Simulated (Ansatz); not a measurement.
# BrCl3H2Si: the cost of one run

Method: PBE0-D4, def2-SVP first, then def2-TZVP; program: Ansatz 0.2.0, Gaussian basis.

152 further runs of the same task are left out: 152 set aside as unsound or not needed. Runs told in other sessions of the task aren't counted.

### Step 1. Where the work starts

The guess: 7 atoms, charge 0, spin multiplicity 1.

Atoms are counted from 1 here; the program's logs count them from 0.

Bond lengths: Si1–Cl3 2.032 Å, Si1–Cl4 1.991 Å, Si1–H5 1.444 Å, Cl2–H6 1.447 Å. Angles: Cl3–Si1–Cl4 108.9°, Cl3–Si1–H5 101.9°, Cl4–Si1–H5 122.3°.

Coordinates:

```
Si   -0.71170   -0.05760   -0.21530
Cl    1.45950   -1.21550    0.20040
Cl   -1.37450   -1.77950   -1.06610
Cl   -1.41050    0.05340    1.64590
H    -1.04430    0.92050   -1.22390
H     1.86990    0.16140    0.37130
Br    1.21160    1.91740    0.28780
```

Distances that are to change: Si1–Br7 2.80 Å, Cl2–H6 1.45 Å, Si1–Cl2 2.50 Å, H6–Br7 1.88 Å.

### Step 2. Constrained relaxation of the guess

hold/in.yaml reads:

```yaml
crystal:
  periodic: [false, false, false]
  atoms:
    - {symbol: Si, position_ang: [-0.711700, -0.057600, -0.215300]}
    - {symbol: Cl, position_ang: [1.459500, -1.215500, 0.200400]}
    - {symbol: Cl, position_ang: [-1.374500, -1.779500, -1.066100]}
    - {symbol: Cl, position_ang: [-1.410500, 0.053400, 1.645900]}
    - {symbol: H, position_ang: [-1.044300, 0.920500, -1.223900]}
    - {symbol: H, position_ang: [1.869900, 0.161400, 0.371300]}
    - {symbol: Br, position_ang: [1.211600, 1.917400, 0.287800]}
basis:
  gaussian: {orbitals: def2-SVP}
hamiltonian: {xc: pbe0, dispersion: d4}
relax: {f_tol: 0.04, max_steps: 150, escape_saddle: false, constraints: [{distance: [0, 6]}, {distance: [1, 5]}, {distance: [0, 1]}, {distance: [5, 6]}]}
```

Command:

```console
ansatz run in.yaml --threads 8 --pin off --events-out ev --progress --plain --max-ram 19148MiB
```

**Question.** How long does this run take on 8 threads of Arm Neoverse V2, shared host?

About 9 s.
